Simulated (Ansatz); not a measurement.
# FePt: the cost of one run

Computed with Ansatz 0.2.0 (DFT PBE, scalar-relativistic, plane waves, PAW, unless a step's input says otherwise).

### 1 Starting point

Symmetry: P4/mmm, No. 123, tetragonal system. Conventional cell: a = 2.727 Å, b = 2.727 Å, c = 3.735 Å, α = 90.00°, β = 90.00°, γ = 90.00°. Around Fe (site symmetry 4/mmm) lie 8 Pt at 2.68 Å and 4 Fe at 2.73 Å. Pt (site symmetry 4/mmm) has 8 Fe at 2.68 Å and 4 Pt at 2.73 Å as nearest neighbours.

Structure file:

```cif
data_structure
_symmetry_space_group_name_H-M 'P 1'
_symmetry_Int_Tables_number 1
_cell_length_a 2.7273
_cell_length_b 2.7273
_cell_length_c 3.7350
_cell_angle_alpha 90.000
_cell_angle_beta 90.000
_cell_angle_gamma 90.000
_cell_volume 27.78
loop_
_atom_site_label
_atom_site_type_symbol
_atom_site_fract_x
_atom_site_fract_y
_atom_site_fract_z
_atom_site_occupancy
Fe1 Fe 0.00000 0.00000 0.00000 1
Pt1 Pt 0.50000 0.50000 0.50000 1
```

### 2 Relaxing cell and atoms: FePt, moments ++

File input.yaml:

```yaml
crystal:
  lattice:
    - [2.727310855, 0.0, 0.0]
    - [0.0, 2.727310855, 0.0]
    - [0.0, 0.0, 3.735]
  atoms:
    - { symbol: Fe, position: [0.0, 0.0, 0.0], spin: 3.0 }
    - { symbol: Pt, position: [0.5, 0.5, 0.5], spin: 0.4 }
magnetization:
  spin_polarized: true
scf:
  occupations: { method: gaussian, width: 0.05 }
output:
  forces: true
  stress: true
  eigenvalues: true
  populations: true
hamiltonian:
  xc: pbe
kpoints:
  mp_grid: { grid: [32, 32, 24] }
relax:
  f_tol: 0.005
  max_steps: 40
  cell: { stress_tol: 0.02, p_target: 0 }
```

Command:

```bash
$ ansatz run input.yaml --threads 8 --pin off --max-ram 12288MiB --backend cpu --events-out ev --progress --plain --runs-dir out
```

What time and memory should one allow on 8 threads of Intel Xeon 6975P-C (Granite Rapids), shared host?

About 63 s, with a peak of 2.1 GiB.
